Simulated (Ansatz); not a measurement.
# C₂HCl₂FTi: small, medium and large basis sets

The task here is to estimate one member of a computed series from the others.

Method: one geometry, several basis sets; program: Ansatz 0.2.0, Gaussian basis.

Levels to be run: PBE0-D4/def2-SVP; ωB97M-V/def2-SVP; PBE0-D4/def2-QZVPP; ωB97M-V/def2-QZVPP; the functionals' def2-TZVPP values are taken from earlier runs.

## The geometry

An earlier PBE0-D4 in a triple-zeta def2 set relaxation fixed the geometry.

7 atoms, charge 0, spin multiplicity 1.

Atoms are counted from 1 here; the program's logs count them from 0.

Bond lengths: C1–C2 1.215 Å, C1–H7 1.067 Å, C2–Ti3 1.995 Å, Ti3–F4 1.733 Å, Ti3–Cl5 2.168 Å, Ti3–Cl6 2.168 Å. Angles: C2–C1–H7 179.9°, C1–C2–Ti3 179.1°, C2–Ti3–F4 108.3°, C2–Ti3–Cl5 107.4°, C2–Ti3–Cl6 107.4°, F4–Ti3–Cl5 111.0°, F4–Ti3–Cl6 111.0°, Cl5–Ti3–Cl6 111.5°.

Set-up of the first run:

File in.yaml:

```yaml
crystal:
  periodic: [false, false, false]
  atoms:
    - {symbol: C, position_ang: [1.560028, -1.348883, 0.533980]}
    - {symbol: C, position_ang: [0.657947, -0.598628, 0.219842]}
    - {symbol: Ti, position_ang: [-0.841389, 0.609054, -0.303358]}
    - {symbol: F, position_ang: [-2.187288, -0.371008, -0.785283]}
    - {symbol: Cl, position_ang: [-0.142830, 1.834353, -1.950455]}
    - {symbol: Cl, position_ang: [-1.338561, 1.814585, 1.429218]}
    - {symbol: H, position_ang: [2.353394, -2.007475, 0.810256]}
basis:
  gaussian: {orbitals: def2-SVP}
hamiltonian: {xc: pbe0, dispersion: d4}
output: {orbitals: {seedname: orbitals}}
```

Run with:

```sh
> ansatz run in.yaml --threads 4 --pin off --events-out ev --progress --plain --max-ram 10444MiB
```

Steps of the session up to this table: PBE0-D4 in def2-SVP; ωB97M-V in def2-SVP; PBE0-D4 in def2-QZVPP; ωB97M-V in def2-QZVPP.

One table of the session follows, with a row left open; its other results are not shown here.

It belongs to the step «Density functionals: the series». 

```
functional       basis  HOMO (eV)  LUMO (eV)
   PBE0-D4    def2-SVP      -8.79      -3.70
   PBE0-D4  def2-TZVPP      -8.83      -3.65
   PBE0-D4  def2-QZVPP          ?          ?
   ωB97M-V    def2-SVP     -10.92      -1.55
   ωB97M-V  def2-TZVPP     -11.00      -1.56
   ωB97M-V  def2-QZVPP     -11.01      -1.58
```

**Question.** Estimate the row for PBE0-D4, def2-QZVPP.

As computed: HOMO (eV): -8.84; LUMO (eV): -3.66. In the column «HOMO (eV)» it lies between ωB97M-V, def2-SVP (-10.92) and PBE0-D4, def2-TZVPP (-8.83).
